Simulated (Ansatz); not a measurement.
# TiSn3O8: the cost of one run

Program: Ansatz 0.2.0. Level of theory: DFT PBE, scalar-relativistic, plane waves, PAW. These are calculated values, not measurements.

### Step 1. The starting structure

Symmetry: Cmmm, No. 65, orthorhombic system. Conventional cell: a = 6.751 Å, b = 6.763 Å, c = 6.360 Å, α = 90.00°, β = 90.00°, γ = 90.00°. Around Ti (site symmetry mmm) lie 6 O at 1.99 to 2.00 Å. Sn (site symmetry mm2) has 6 O at 2.08 to 2.10 Å as nearest neighbours. Around Sn (site symmetry mmm) lie 6 O at 2.07 to 2.10 Å. O (site symmetry 2mm) has 3 Sn at 2.07 to 2.08 Å as nearest neighbours. O (site symmetry 2mm) has 1 Ti at 2.00 Å and 2 Sn at 2.08 Å as nearest neighbours. O (site symmetry m) has 1 Ti at 1.99 Å and 2 Sn at 2.10 Å as nearest neighbours.

Coordinates:

```xyz
12
Lattice="3.3757 -3.3817 0.0000 3.3757 3.3817 0.0000 0.0000 0.0000 6.3603" Properties=species:S:1:pos:R:3 pbc="T T T"
Ti    0.0000    0.0000    3.1801
Sn    3.3757    0.0000    4.7403
Sn    3.3757    0.0000    1.6200
Sn    0.0000    0.0000    0.0000
O     2.0671    0.0000    0.0000
O     2.0049    0.0000    3.1801
O     3.3757    2.0993    4.6962
O     3.3757    2.0993    1.6641
O     3.3757   -2.0993    4.6962
O     3.3757   -2.0993    1.6641
O     4.6842    0.0000    0.0000
O     4.7464    0.0000    3.1801
```

The cell was relaxed beforehand at this level, from a generated guess; it is a trial structure. At a tolerance of 0.02 Å it has space group Cmmm (No. 65); it has 12.10 Å³/atom, an uncorrected energy of -1.94 eV/atom over the elements.

### Step 2. Static run: bands, density of states and charges

Contents of input.yaml:

```yaml
crystal:
  lattice:
    - [3.3756637786, -3.3817048392, 0.0]
    - [3.3756637786, 3.3817048392, 0.0]
    - [0.0, 0.0, 6.3602747042]
  atoms:
    - { symbol: Ti, position: [0.0, 0.0, 0.5] }
    - { symbol: Sn, position: [0.5, 0.5, 0.7452924662] }
    - { symbol: Sn, position: [0.5, 0.5, 0.2547075338] }
    - { symbol: Sn, position: [0.0, 0.0, 0.0] }
    - { symbol: O, position: [0.3061770374, 0.3061770374, 0.0] }
    - { symbol: O, position: [0.296967516, 0.296967516, 0.5] }
    - { symbol: O, position: [0.1896142717, 0.8103857283, 0.738364709] }
    - { symbol: O, position: [0.1896142717, 0.8103857283, 0.261635291] }
    - { symbol: O, position: [0.8103857283, 0.1896142717, 0.738364709] }
    - { symbol: O, position: [0.8103857283, 0.1896142717, 0.261635291] }
    - { symbol: O, position: [0.6938229626, 0.6938229626, 0.0] }
    - { symbol: O, position: [0.703032484, 0.703032484, 0.5] }
basis:
  ecutwfc: 420
kpoints:
  mp_grid: { grid: [6, 6, 4] }
  band_path:
    path:
      - [[0.0, 0.0, 0.0], [-0.5, 0.5, 0.0], [-0.4991076, 0.5008924, 0.0]]
      - [[0.4991076, 0.4991076, 0.0], [0.0, 0.0, 0.0], [0.0, 0.0, 0.5], [0.4991076, 0.4991076, 0.5]]
      - [[-0.4991076, 0.5008924, 0.5], [-0.5, 0.5, 0.5], [-0.5, 0.5, 0.0]]
      - [[0.0, 0.0, 0.0], [0.0, 0.5, 0.0], [0.0, 0.5, 0.5], [0.0, 0.0, 0.5], [-0.5, 0.5, 0.5]]
    npoints: 10
hamiltonian:
  xc: pbe
scf:
  occupations: { method: gaussian, width: 0.02 }
  n_extra_bands: 30
output:
  forces: true
  stress: true
  eigenvalues: true
  populations: true
  dos: { projected: true, de: 0.02, nscf_kmesh: { grid: [9, 9, 6] } }
  bader: false
  write_density: true
  write_potential: true
  elf: true
  volumetric_format: npy
```

Command:

```sh
$ ansatz run input.yaml --threads 4 --pin off --max-ram 8192MiB --backend cpu --events-out ev --progress --plain --runs-dir out
```

What time and memory should one allow on 4 threads of Intel Xeon Platinum 8375C at 2.90GHz (Ice Lake), shared host?

About 38 s, with a peak of 1.2 GiB.
